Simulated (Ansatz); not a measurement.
Here is an Ansatz 0.2.0 calculation.

Contents of input.yaml:

```yaml
crystal:
  lattice:
    - [2.4227077728, 1.3987509848, 3.3172919545]
    - [-2.4227077728, 1.3987509848, 3.3172919545]
    - [0.0, -2.7975019696, 3.3172919545]
  atoms:
    - { symbol: Bi, position: [0.5, 0.5, 0.5] }
    - { symbol: Te, position: [0.0, 0.0, 0.0] }
hamiltonian:
  xc: pbesol
  pseudopotentials: { kind: paw }
  dispersion: d3bjatm
kpoints:
  mp_grid: { grid: [7, 7, 7] }
scf:
  occupations: { method: fermi_dirac, width: 0.05 }
output:
  forces: true
  stress: true
  eigenvalues: true
relax:
  f_tol: 0.01
  max_steps: 40
  cell: { stress_tol: 0.05 }
```

Potentials or basis: Ansatz PAW.

Command:

```bash
$ ansatz run input.yaml --threads 2 --pin off --max-ram 5632MiB --backend cpu --events-out ev --progress --plain --runs-dir out
```

**Question.** What does it give for the space group after relaxing (to 0.05 Å)?

**Answer.** R-3m (No. 166).

**Question.** Estimate the relaxed cell.

**Answer.** a = 4.107 Å, b = 4.107 Å, c = 4.107 Å, α = 71.65°, β = 71.65°, γ = 71.65°.

Step by step:
| step | energy change (eV) | largest force (eV/Å) | volume (Å³) |
| --- | --- | --- | --- |
| 1 | 0.0000 | 0.0000 | 67.45 |
| 2 | -0.0683 | 0.0000 | 59.58 |
| 3 | -0.0881 | 0.0000 | 61.81 |
| 4 | -0.0919 | 0.0000 | 61.40 |
| 5 | -0.0947 | 0.0000 | 60.61 |
| 6 | -0.0936 | 0.0000 | 60.61 |

Caveat: the plane-wave basis is chosen anew once the cell has moved, so the energies of steps on either side of that aren't comparable; spin-orbit coupling is left out, which moves the levels of the heavy elements; pairwise dispersion overbinds metals, which lowers pressure and volume; the PAW data sets come from PBE, with cores solved anew for the run's functional, which leaves a small shift of forces and pressure.
